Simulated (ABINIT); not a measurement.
SnSe2:

```xyz
3
Lattice="3.8110 0.0000 0.0000 -1.9055 3.3004 0.0000 0.0000 0.0000 6.1360" Properties=species:S:1:pos:R:3 pbc="T T T"
Sn    0.0000    0.0000    0.0000
Se    1.9055    1.1001    4.6081
Se    0.0000    2.2003    1.5279
```

- Program: ABINIT 10.8.3 (patched build)
- Task: relaxation of cell and atoms
- Functional: PBEsol
- Potentials or basis: PseudoDojo NC SR PBEsol v0.4.1 standard
- Cutoff: 1170 eV
- k mesh: 6 × 6 × 4
- Occupations: fermi-dirac, width 0.05 eV
- Spin: no spin polarisation

At the start: pressure 2.8 GPa; volume 25.73 Å³/atom.

How do energy, volume and symmetry change on relaxing?

Over 16 steps the energy falls by 13.1 meV/atom and the volume is 25.90 Å³/atom (+0.7 %); space group P-3m1 (No. 164, to 0.05 Å).

Step by step:
```
step  energy change (eV)  largest force (eV/Å)  pressure (GPa)  volume (Å³)
   1              0.0000                0.6216            2.77        77.18
   2             -0.0172                0.4641            1.88        77.83
   3             -0.0364                0.0827           -0.16        79.45
   4             -0.0368                0.0568           -0.26        79.49
   5             -0.0374                0.0120           -0.33        79.40
   6             -0.0379                0.0052           -0.24        79.15
   7             -0.0381                0.0036           -0.09        78.91
   8             -0.0381                0.0143           -0.01        78.83
   9             -0.0382                0.0222            0.03        78.77
  10             -0.0383                0.0347            0.09        78.64
  11             -0.0385                0.0481            0.17        78.40
  12             -0.0388                0.0538            0.23        78.00
  13             -0.0391                0.0389            0.18        77.70
  14             -0.0393                0.0121            0.06        77.63
  15             -0.0393                0.0008            0.00        77.69
  16             -0.0393                0.0000            0.00        77.70
```

Final structure:
```
Sn Se
1.0
     3.82836    0.00000    0.00000
    -1.91418    3.31546    0.00000
     0.00000    0.00000    6.12170
Sn Se
1 2
Direct
  0.00000 0.00000 0.00000
  0.66667 0.33333 0.74114
  0.33333 0.66667 0.25886
```

Caveat: this functional lacks dispersion, which binds the layers, so the pressure and a relaxed spacing across them are unreliable.
